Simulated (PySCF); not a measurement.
**A gas-phase reaction: H5NSi + BH3 → BH6NSi + H2**

Aim: the reaction energy of `N[SiH3]` + `B` → `BN[SiH3]` + `[H][H]`.

Programs: PySCF 2.14.0. All values are calculated, for the isolated system unless a continuum is named. Atoms count from 0, parts from 1.

### Step 1. The system as given

Each species was relaxed by itself at PBE0-D3(BJ)/def2-SVPD.

### Step 2. Energies of the species: wB97M-D3(BJ)/def2-TZVPD

Job settings and geometry (Å):

```
{"job": {"kind": "react", "xc": "wB97M-D3(BJ)", "basis": "def2-TZVPD"}, "charge": 0, "multiplicity": 1}
-1 H5NSi charge 0 multiplicity 1
Si    -0.151730    -0.002800    -0.654440
N      0.319500    -0.127950     1.014000
H     -1.114410     1.102930    -0.973850
H     -0.799980    -1.289670    -1.042060
H      1.082900     0.228700    -1.459770
H      0.950150     0.549620     1.421000
H     -0.329070    -0.480690     1.704960

-1 BH3 charge 0 multiplicity 1
B      0.001250    -0.000280     0.000180
H     -0.646740    -1.011450     0.086070
H      0.832880     0.110260    -0.863490
H     -0.182700     0.900500     0.777670

+1 BH6NSi charge 0 multiplicity 1
Si     0.391470     0.055990     1.211510
N     -0.034290     0.481030    -0.448180
B     -0.551380    -0.375260    -1.429440
H     -0.527410     0.728230     2.178000
H      0.282540    -1.420900     1.337440
H      1.782840     0.510950     1.505230
H      0.102140     1.450250    -0.717180
H     -0.808440     0.057860    -2.526930
H     -0.730430    -1.538260    -1.156680

+1 H2 charge 0 multiplicity 1
H      0.380150     0.008910     0.006290
H     -0.380150    -0.008910    -0.006290
```

Level: wB97M-D3(BJ)/def2-TZVPD reaction energy of separated species, gas phase.

The run is started by

```sh
OMP_NUM_THREADS=1 python cluster_run.py task.json out
```

The driver reads the jobs from task.json and runs them one after another.

Log:

```text
species 1 (H5NSi)
coarse grid: 23896 points
cycle   1  E = -347.3222708620  dE = -1.515e-01  |g| = 3.378e-01  |ddm| = 1.758e+00
cycle   2  E = -347.3300384114  dE = -7.768e-03  |g| = 3.129e-01  |ddm| = 3.524e-01
cycle   3  E = -347.3487580879  dE = -1.872e-02  |g| = 2.732e-02  |ddm| = 1.531e-01
cycle   4  E = -347.3489939315  dE = -2.358e-04  |g| = 7.951e-03  |ddm| = 3.490e-02
cycle   5  E = -347.3490127135  dE = -1.878e-05  |g| = 1.393e-03  |ddm| = 1.240e-02
cycle   6  E = -347.3490137923  dE = -1.079e-06  |g| = 3.497e-04  |ddm| = 3.782e-03
final grid: 49784 points
cycle   7  E = -347.3489859638  dE = -8.201e-08  |g| = 1.650e-04  |ddm| = 1.938e-03
cycle   8  E = -347.3489859733  dE = -9.450e-09  |g| = 1.423e-04  |ddm| = 4.271e-04
cycle   9  E = -347.3489859775  dE = -4.237e-09  |g| = 2.697e-05  |ddm| = 8.506e-05
cycle  10  E = -347.3489859781  dE = -6.384e-10  |g| = 9.568e-06  |ddm| = 9.721e-05
converged SCF energy = -347.3489859781

species 2 (BH3)
coarse grid: 12600 points
cycle   1  E = -26.6116426251  dE = -2.473e-01  |g| = 9.645e-02  |ddm| = 1.124e+00
cycle   2  E = -26.6159505711  dE = -4.308e-03  |g| = 2.771e-02  |ddm| = 1.105e-01
cycle   3  E = -26.6162764079  dE = -3.258e-04  |g| = 8.167e-03  |ddm| = 3.407e-02
cycle   4  E = -26.6163106253  dE = -3.422e-05  |g| = 8.493e-04  |ddm| = 1.283e-02
cycle   5  E = -26.6163112235  dE = -5.983e-07  |g| = 1.190e-04  |ddm| = 1.678e-03
final grid: 27328 points
cycle   6  E = -26.6163021922  dE = -1.608e-08  |g| = 4.125e-05  |ddm| = 2.713e-04
cycle   7  E = -26.6163021934  dE = -1.170e-09  |g| = 1.204e-05  |ddm| = 5.817e-05
cycle   8  E = -26.6163021935  dE = -1.249e-10  |g| = 4.065e-06  |ddm| = 1.759e-05
converged SCF energy = -26.6163021935

species 3 (BH6NSi)
coarse grid: 31544 points
cycle   1  E = -372.8155377825  dE = -2.594e-02  |g| = 3.218e-01  |ddm| = 2.154e+00
cycle   2  E = -372.8277638701  dE = -1.223e-02  |g| = 2.791e-01  |ddm| = 4.446e-01
cycle   3  E = -372.8423995837  dE = -1.464e-02  |g| = 4.160e-02  |ddm| = 1.560e-01
cycle   4  E = -372.8428980261  dE = -4.984e-04  |g| = 1.416e-02  |ddm| = 5.644e-02
cycle   5  E = -372.8429481898  dE = -5.016e-05  |g| = 1.745e-03  |ddm| = 1.753e-02
cycle   6  E = -372.8429500370  dE = -1.847e-06  |g| = 4.987e-04  |ddm| = 4.973e-03
final grid: 66360 points
cycle   7  E = -372.8429275234  dE = -1.585e-07  |g| = 2.149e-04  |ddm| = 3.863e-03
cycle   8  E = -372.8429275436  dE = -2.019e-08  |g| = 1.835e-04  |ddm| = 5.882e-04
cycle   9  E = -372.8429275507  dE = -7.130e-09  |g| = 4.141e-05  |ddm| = 1.292e-04
cycle  10  E = -372.8429275522  dE = -1.466e-09  |g| = 2.210e-05  |ddm| = 1.342e-04
cycle  11  E = -372.8429275524  dE = -1.972e-10  |g| = 2.766e-06  |ddm| = 5.100e-05
converged SCF energy = -372.8429275524

species 4 (H2)
coarse grid: 4944 points
cycle   1  E = -1.1694181794  dE = -2.751e-01  |g| = 9.865e-03  |ddm| = 4.504e-01
cycle   2  E = -1.1694524261  dE = -3.425e-05  |g| = 1.161e-03  |ddm| = 9.676e-03
cycle   3  E = -1.1694531083  dE = -6.822e-07  |g| = 1.815e-04  |ddm| = 1.918e-03
final grid: 10744 points
cycle   4  E = -1.1694517673  dE = -2.406e-08  |g| = 4.114e-05  |ddm| = 3.870e-04
cycle   5  E = -1.1694517686  dE = -1.270e-09  |g| = 9.627e-06  |ddm| = 9.174e-05
cycle   6  E = -1.1694517687  dE = -7.526e-11  |g| = 3.020e-07  |ddm| = 2.872e-05
converged SCF energy = -1.1694517687

Reaction energy = -30.415 kcal/mol
```

It took 17 s on 1 thread of Arm Neoverse V1, shared host; peak memory 0.59 GiB.

Species by species (with the dispersion term, which the log's SCF energies lack):

| ν | species | energy (Eh) | HOMO (eV) |
| --- | --- | --- | --- |
| -1 | N[SiH3] | -347.35421 | -9.84 |
| -1 | B | -26.61783 | -12.37 |
| +1 | BN[SiH3] | -372.85084 | -10.89 |
| +1 | [H][H] | -1.16967 | -14.48 |

### Step 3. Reaction energy: PBE0-D3(BJ)/def2-TZVPD

The job, as its differences from that of step 2:

```diff
@@ -1,2 +1,2 @@
-{"job": {"kind": "react", "xc": "wB97M-D3(BJ)", "basis": "def2-TZVPD"}, "charge": 0, "multiplicity": 1}
+{"job": {"kind": "react", "xc": "PBE0", "basis": "def2-TZVPD", "disp": "d3bj"}, "charge": 0, "multiplicity": 1}
 -1 H5NSi charge 0 multiplicity 1
```

Method: PBE0-D3(BJ)/def2-TZVPD reaction energy of separated species, gas phase.

Log:

```text
species 1 (H5NSi)
coarse grid: 5792 points
cycle   1  E = -347.0792255270  dE = -1.229e-01  |g| = 4.003e-01  |ddm| = 1.781e+00
cycle   2  E = -347.0429591739  dE =  3.627e-02  |g| = 5.694e-01  |ddm| = 4.997e-01
cycle   3  E = -347.1122122827  dE = -6.925e-02  |g| = 3.320e-02  |ddm| = 3.055e-01
cycle   4  E = -347.1124671352  dE = -2.549e-04  |g| = 5.327e-03  |ddm| = 2.658e-02
cycle   5  E = -347.1124727857  dE = -5.651e-06  |g| = 8.132e-04  |ddm| = 5.435e-03
final grid: 49784 points
cycle   6  E = -347.1077520888  dE = -1.230e-05  |g| = 5.293e-03  |ddm| = 1.884e-02
cycle   7  E = -347.1077460103  dE =  6.078e-06  |g| = 7.567e-03  |ddm| = 6.083e-03
cycle   8  E = -347.1077575205  dE = -1.151e-05  |g| = 3.077e-04  |ddm| = 3.799e-03
cycle   9  E = -347.1077575412  dE = -2.061e-08  |g| = 6.345e-05  |ddm| = 2.670e-04
cycle  10  E = -347.1077575421  dE = -9.398e-10  |g| = 1.575e-05  |ddm| = 6.775e-05
converged SCF energy = -347.1077575421

species 2 (BH3)
coarse grid: 2952 points
cycle   1  E = -26.5640050207  dE = -2.475e-01  |g| = 8.206e-02  |ddm| = 1.102e+00
cycle   2  E = -26.5663669545  dE = -2.362e-03  |g| = 2.617e-02  |ddm| = 1.219e-01
cycle   3  E = -26.5665891276  dE = -2.222e-04  |g| = 1.029e-02  |ddm| = 3.107e-02
cycle   4  E = -26.5666243435  dE = -3.522e-05  |g| = 4.266e-04  |ddm| = 8.932e-03
cycle   5  E = -26.5666244115  dE = -6.802e-08  |g| = 1.346e-05  |ddm| = 6.938e-04
final grid: 27328 points
cycle   6  E = -26.5657316211  dE = -9.751e-06  |g| = 2.061e-03  |ddm| = 1.615e-02
cycle   7  E = -26.5657323580  dE = -7.368e-07  |g| = 1.285e-03  |ddm| = 2.546e-03
cycle   8  E = -26.5657328940  dE = -5.361e-07  |g| = 3.208e-05  |ddm| = 1.112e-03
cycle   9  E = -26.5657328944  dE = -3.946e-10  |g| = 3.551e-06  |ddm| = 3.421e-05
converged SCF energy = -26.5657328944

species 3 (BH6NSi)
coarse grid: 7496 points
cycle   1  E = -372.5298214758  dE = -7.717e-02  |g| = 3.559e-01  |ddm| = 2.251e+00
cycle   2  E = -372.5106645112  dE =  1.916e-02  |g| = 4.690e-01  |ddm| = 5.183e-01
cycle   3  E = -372.5575671386  dE = -4.690e-02  |g| = 6.490e-02  |ddm| = 2.891e-01
cycle   4  E = -372.5584883485  dE = -9.212e-04  |g| = 1.949e-02  |ddm| = 5.147e-02
cycle   5  E = -372.5585914505  dE = -1.031e-04  |g| = 2.272e-03  |ddm| = 1.531e-02
cycle   6  E = -372.5585929012  dE = -1.451e-06  |g| = 3.123e-04  |ddm| = 2.799e-03
final grid: 66360 points
cycle   7  E = -372.5536600357  dE = -2.175e-05  |g| = 5.667e-03  |ddm| = 6.850e-02
cycle   8  E = -372.5536521745  dE =  7.861e-06  |g| = 8.325e-03  |ddm| = 7.759e-03
cycle   9  E = -372.5536665784  dE = -1.440e-05  |g| = 6.780e-04  |ddm| = 4.415e-03
cycle  10  E = -372.5536666910  dE = -1.126e-07  |g| = 1.443e-04  |ddm| = 5.528e-04
cycle  11  E = -372.5536666969  dE = -5.906e-09  |g| = 1.804e-05  |ddm| = 1.413e-04
cycle  12  E = -372.5536666970  dE = -8.197e-11  |g| = 4.125e-06  |ddm| = 2.419e-05
converged SCF energy = -372.5536666970

species 4 (H2)
coarse grid: 1240 points
cycle   1  E = -1.1670615544  dE = -2.327e-01  |g| = 2.266e-02  |ddm| = 4.588e-01
cycle   2  E = -1.1672489765  dE = -1.874e-04  |g| = 3.232e-03  |ddm| = 1.896e-02
cycle   3  E = -1.1672534320  dE = -4.455e-06  |g| = 9.770e-05  |ddm| = 2.761e-03
final grid: 10744 points
cycle   4  E = -1.1681369448  dE = -1.929e-06  |g| = 2.739e-04  |ddm| = 1.571e-03
cycle   5  E = -1.1681369731  dE = -2.826e-08  |g| = 3.988e-05  |ddm| = 2.445e-04
cycle   6  E = -1.1681369737  dE = -6.313e-10  |g| = 1.262e-06  |ddm| = 3.103e-05
converged SCF energy = -1.1681369737

Reaction energy = -31.088 kcal/mol
```

It took 7.1 s on 1 thread of Arm Neoverse V1, shared host; peak memory 0.55 GiB.

Reaction energy at this level: -31.09 kcal/mol.

### Step 4. Energies of the species: MP2/def2-TZVPD

The job, as its differences from that of step 3:

```diff
@@ -1,2 +1,2 @@
-{"job": {"kind": "react", "xc": "PBE0", "basis": "def2-TZVPD", "disp": "d3bj"}, "charge": 0, "multiplicity": 1}
+{"job": {"kind": "react", "xc": "MP2", "basis": "def2-TZVPD"}, "charge": 0, "multiplicity": 1}
 -1 H5NSi charge 0 multiplicity 1
```

Level: MP2/def2-TZVPD reaction energy of separated species, gas phase.

Log:

```text
species 1 (H5NSi)
final grid: 49784 points
cycle   1  E = -346.3198696963  dE = -2.064e-01  |g| = 2.833e-01  |ddm| = 1.717e+00
cycle   2  E = -346.3451334838  dE = -2.526e-02  |g| = 9.825e-02  |ddm| = 2.611e-01
cycle   3  E = -346.3477213686  dE = -2.588e-03  |g| = 4.141e-02  |ddm| = 8.912e-02
cycle   4  E = -346.3482203021  dE = -4.989e-04  |g| = 6.306e-03  |ddm| = 4.112e-02
cycle   5  E = -346.3482375702  dE = -1.727e-05  |g| = 1.385e-03  |ddm| = 1.135e-02
cycle   6  E = -346.3482388540  dE = -1.284e-06  |g| = 3.782e-04  |ddm| = 3.574e-03
cycle   7  E = -346.3482389639  dE = -1.099e-07  |g| = 9.284e-05  |ddm| = 1.004e-03
cycle   8  E = -346.3482389713  dE = -7.458e-09  |g| = 2.176e-05  |ddm| = 2.822e-04
cycle   9  E = -346.3482389718  dE = -4.122e-10  |g| = 4.915e-06  |ddm| = 5.912e-05
converged SCF energy = -346.3482389718

species 2 (BH3)
final grid: 27328 points
cycle   1  E = -26.3831125376  dE = -2.855e-01  |g| = 1.870e-01  |ddm| = 1.064e+00
cycle   2  E = -26.3988400765  dE = -1.573e-02  |g| = 4.655e-02  |ddm| = 1.825e-01
cycle   3  E = -26.3998303202  dE = -9.902e-04  |g| = 9.620e-03  |ddm| = 5.934e-02
cycle   4  E = -26.3998835729  dE = -5.325e-05  |g| = 8.084e-04  |ddm| = 1.456e-02
cycle   5  E = -26.3998840193  dE = -4.464e-07  |g| = 1.287e-04  |ddm| = 2.358e-03
cycle   6  E = -26.3998840317  dE = -1.237e-08  |g| = 1.893e-05  |ddm| = 2.622e-04
cycle   7  E = -26.3998840320  dE = -3.001e-10  |g| = 1.494e-06  |ddm| = 5.637e-05
converged SCF energy = -26.3998840320

species 3 (BH6NSi)
final grid: 66360 points
cycle   1  E = -371.6113018365  dE = -3.792e-02  |g| = 3.212e-01  |ddm| = 2.101e+00
cycle   2  E = -371.6504366091  dE = -3.913e-02  |g| = 9.400e-02  |ddm| = 4.376e-01
cycle   3  E = -371.6536114041  dE = -3.175e-03  |g| = 4.582e-02  |ddm| = 1.517e-01
cycle   4  E = -371.6541572585  dE = -5.459e-04  |g| = 8.135e-03  |ddm| = 4.636e-02
cycle   5  E = -371.6541798823  dE = -2.262e-05  |g| = 1.808e-03  |ddm| = 1.139e-02
cycle   6  E = -371.6541816706  dE = -1.788e-06  |g| = 4.507e-04  |ddm| = 3.607e-03
cycle   7  E = -371.6541818329  dE = -1.622e-07  |g| = 1.020e-04  |ddm| = 1.069e-03
cycle   8  E = -371.6541818402  dE = -7.362e-09  |g| = 2.219e-05  |ddm| = 2.599e-04
cycle   9  E = -371.6541818406  dE = -3.283e-10  |g| = 6.214e-06  |ddm| = 4.874e-05
converged SCF energy = -371.6541818406

species 4 (H2)
final grid: 10744 points
cycle   1  E = -1.1312977457  dE = -3.213e-01  |g| = 4.426e-02  |ddm| = 4.479e-01
cycle   2  E = -1.1322325286  dE = -9.348e-04  |g| = 7.183e-03  |ddm| = 3.751e-02
cycle   3  E = -1.1322672287  dE = -3.470e-05  |g| = 8.111e-04  |ddm| = 1.078e-02
cycle   4  E = -1.1322676437  dE = -4.150e-07  |g| = 2.771e-05  |ddm| = 1.627e-03
cycle   5  E = -1.1322676442  dE = -4.855e-10  |g| = 2.610e-06  |ddm| = 6.834e-05
converged SCF energy = -1.1322676442

Reaction energy = -32.376 kcal/mol
```

It took 2.8 s on 1 thread of Arm Neoverse V1, shared host; peak memory 0.41 GiB.

Reaction energy at this level: -32.38 kcal/mol.

### Step 5. Side by side

Energies in kcal/mol, with wall time:

| run | reaction | time |
| --- | --- | --- |
| wB97M-D3(BJ)/def2-TZVPD | -30.42 | 17 s |
| PBE0-D3(BJ)/def2-TZVPD | -31.09 | 7.1 s |
| MP2/def2-TZVPD | -32.38 | 2.8 s |

### Step 6. Summary of results

```
                                                quantity                      value
               reaction energy (wB97M-D3(BJ)/def2-TZVPD)            -30.42 kcal/mol
                     ΔH, ΔG at 298 K (xTB thermal terms)      -33.2, -31.7 kcal/mol
range of the reaction energy over the runs of this table  -32.38 to -30.42 kcal/mol
```

In words: The reaction is exothermic by 33.2 kcal/mol in the gas phase; dispersion gives -0.87, and xTB itself gave -16.11 for the electronic energy (xTB energies and thermal terms come from the earlier relaxation of each species, not shown). No barrier was sought. xTB and this level differ widely in the electronic energy, so what comes from xTB (the thermal terms above all) is less safe here. The reaction energy runs from -32.38 (MP2/def2-TZVPD) to -30.42 kcal/mol (wB97M-D3(BJ)/def2-TZVPD).
